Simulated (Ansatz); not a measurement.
## CH5BOS2, SMILES COB(S)S: a single point in a Gaussian basis, step by step

Computed with the Ansatz DFT code, driven from Python.

Run as a notebook:

In [1]:
```python
import ansatz

geometry_ang = [
    ("C", [0.098, -1.6914, -0.2599]),
    ("O", [0.7141, -0.5478, 0.2946]),
    ("B", [-0.1268, 0.6644, 0.0576]),
    ("S", [-1.2843, 1.2125, 1.3543]),
    ("S", [0.1884, 1.7097, -1.4806]),
    ("H", [0.6643, -2.5382, -0.102]),
    ("H", [-0.9112, -1.8213, 0.2182]),
    ("H", [-0.0294, -1.5163, -1.3811]),
    ("H", [-0.3974, 1.9852, 2.0904]),
    ("H", [1.1673, 2.4919, -0.7885]),
]
system = ansatz.Crystal.molecule()
for symbol, xyz in geometry_ang:
    system = system.atom(symbol, xyz)
```

In [2]:
```python
base = system.calculation()
base = base.basis(gaussian="def2-TZVP")
base = base.functional("pbe0", dispersion="d4")
print(base.to_yaml())
trace = []
result = base.session().plan().execute(on_event=trace.append)
r = result.report
```
```text
crystal:
  periodic: [false, false, false]
  atoms:
    - { symbol: C, position_ang: [0.098, -1.6914, -0.2599] }
    - { symbol: O, position_ang: [0.7141, -0.5478, 0.2946] }
    - { symbol: B, position_ang: [-0.1268, 0.6644, 0.0576] }
    - { symbol: S, position_ang: [-1.2843, 1.2125, 1.3543] }
    - { symbol: S, position_ang: [0.1884, 1.7097, -1.4806] }
    - { symbol: H, position_ang: [0.6643, -2.5382, -0.102] }
    - { symbol: H, position_ang: [-0.9112, -1.8213, 0.2182] }
    - { symbol: H, position_ang: [-0.0294, -1.5163, -1.3811] }
    - { symbol: H, position_ang: [-0.3974, 1.9852, 2.0904] }
    - { symbol: H, position_ang: [1.1673, 2.4919, -0.7885] }
basis:
  gaussian:
    orbitals: def2-TZVP
hamiltonian:
  xc: pbe0
  dispersion: d4
```

In [3]:
```python
r["reference_energy_ev"]
```
Out [3]:
```text
-25503.379163561138
```

In [4]:
```python
for event in trace:
    if event["event"] == "mean_field_evaluation" and event["data"]["evaluation"] <= 25:
        print("pass {evaluation:3d}  E = {energy_ev:.6f} eV  gradient {gradient_ev:.1e}".format(**event["data"]))
```
```text
pass   1  E = -25498.294305 eV  gradient 4.9e+01
pass   2  E = -25490.118802 eV  gradient 8.2e+01
pass   3  E = -25502.917537 eV  gradient 1.5e+01
pass   4  E = -25503.313107 eV  gradient 3.3e+00
pass   5  E = -25503.333053 eV  gradient 1.1e+00
pass   6  E = -25503.335692 eV  gradient 2.2e-01
pass   7  E = -25503.334006 eV  gradient 2.3e-01
pass   8  E = -25503.334105 eV  gradient 8.2e-02
pass   9  E = -25503.379000 eV  gradient 3.3e-01
pass  10  E = -25503.379131 eV  gradient 3.5e-02
pass  11  E = -25503.379133 eV  gradient 1.7e-02
pass  12  E = -25503.379133 eV  gradient 2.8e-03
pass  13  E = -25503.379133 eV  gradient 1.1e-03
pass  14  E = -25503.379134 eV  gradient 2.3e-04
pass  15  E = -25503.379134 eV  gradient 2.3e-04
pass  16  E = -25503.379134 eV  gradient 7.5e-05
pass  17  E = -25503.379134 eV  gradient 7.5e-05
```

In [5]:
```python
print("reference energy %16.6f eV" % r["reference_energy_ev"])
print("total energy     %16.6f eV" % r["free_energy_ev"])
print("occupied orbitals outside the frozen core (up, down):", r["n_occupied"], " frozen:", r["n_frozen"], " virtual:", r["n_virtual"])
```
```text
reference energy    -25503.379164 eV
total energy        -25503.585336 eV
occupied orbitals outside the frozen core (up, down): [28, 28]  frozen: 0  virtual: [169, 169]
```

In [6]:
```python
state = r["mean_field"]["state"]
print(f"mean field: {state['energy']['hartree']:.7f} Ha, <S^2> = {abs(state['spin_squared']):.4f}, stability: {state.get('stability', {}).get('kind')}")
```
```text
mean field: -937.2318974 Ha, <S^2> = 0.0000, stability: minimum
```

Reading the output:
- Total energies depend on the basis set; only differences at equal settings carry meaning.
- The geometry is a force-field or estimated start, not a minimum of this method, and the basis set is short of its limit.
- Total less reference energy is the dispersion correction.
- Early passes use coarser integrals and grids, so their energies can't be compared with the last.
- It ran for 7.9 s on 1 thread of Arm Neoverse V1 (shared host), peak memory 0.42 GiB.
